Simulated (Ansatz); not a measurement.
# Pd: the cost of one run

Program: Ansatz 0.2.0. Level of theory: DFT r2SCAN, scalar-relativistic, plane waves, PAW. These are calculated values, not measurements.

## (1) Starting point

The structure is cubic, space group Fm-3m (No. 225). Conventional cell: a = 3.893 Å, b = 3.893 Å, c = 3.893 Å, α = 90.00°, β = 90.00°, γ = 90.00°. Around Pd (site symmetry m-3m) lie 12 Pd at 2.75 Å.

Coordinates:

```
Pd
1.0
     0.00000    1.94650    1.94650
     1.94650    0.00000    1.94650
     1.94650    1.94650    0.00000
Pd
1
Direct
  0.00000 0.00000 0.00000
```

The structure rests on an entry of the Crystallography Open Database; cell or positions may have been set otherwise for this series.

## (2) Relaxing cell and atoms: Pd, no spin

The input, input.yaml:

```yaml
crystal:
  lattice:
    - [0.0, 1.9465, 1.9465]
    - [1.9465, 0.0, 1.9465]
    - [1.9465, 1.9465, 0.0]
  atoms:
    - { symbol: Pd, position: [0.0, 0.0, 0.0] }
scf:
  occupations: { method: methfessel_paxton, width: 0.1 }
output:
  forces: true
  stress: true
  eigenvalues: true
  write_density: true
  write_potential: true
  elf: true
  volumetric_format: npy
kpoints:
  mp_grid: { grid: [20, 20, 20] }
hamiltonian:
  xc: r2scan
relax:
  f_tol: 0.01
  adjacent_minimum: "off"
  cell: { stress_tol: 0.05 }
```

On the command line:

```sh
$ ansatz run input.yaml --threads 2 --pin off --max-ram 6144MiB --backend cpu --events-out ev --progress --plain --runs-dir out
```

**Question.** How long does this run take on 2 threads of Arm Neoverse N1, shared host, and how much memory does it need?

About 30 s, with a peak of 0.41 GiB.
